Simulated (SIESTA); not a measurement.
# TiNi: equation of state with PBEsol

The system is TiNi.

```
Ni Ti
1.0
     3.82195    0.00000    0.00000
     0.00000    3.82195    0.00000
     0.00000    0.00000    3.63625
Ni Ti
2 2
Direct
  0.00000 0.00000 0.00000
  0.50000 0.50000 0.00000
  0.50000 0.00000 0.51920
  0.00000 0.50000 0.48080
```

The cell comes from a database or a generator and needn't be the stable form of this composition.

```
Program             : SIESTA 5.4.2
Task                : equation of state
Functional          : PBEsol
Potentials or basis : PseudoDojo 0.4 standard (PBEsol files)
Basis               : DZP (energy shift 0.003 Ry; two zetas on semicore shells)
Grid cutoff         : 800 Ry
Energy shift        : 0.003 Ry
k mesh              : 7 × 7 × 7
Occupations         : fermi-dirac, width 0.05 eV
Spin                : collinear spin, ferromagnetic start
Starting moments    : [1.0, 1.0, 1.0, 1.0] μB
```

```yaml
Equilibrium_volume: 12.79 Å³/atom
Bulk_modulus_at_fixed_shape_and_positions: 186 GPa
Pressure_derivative_of_the_bulk_modulus: "5.1 (rough: it moves with the points fitted)"
```

Energy against volume, from the lowest point:
| volume (Å³/atom) | energy (meV/atom) |
| --- | --- |
| 12.482 | 4.33 |
| 12.748 | 0.00 |
| 13.013 | 2.15 |
| 13.279 | 10.14 |
| 13.545 | 23.15 |

All runs of the series together: 41 min on 1 thread of Arm Neoverse V1 (shared host).

Caveat: short orbitals over semicore shells can move pressures by several GPa; the cell was scaled at fixed shape and fractional positions, which overstates the stiffness of a crystal with free parameters, most of all of layers and chains; the basis of atomic orbitals isn't converged, which shifts pressures, moduli and gaps.
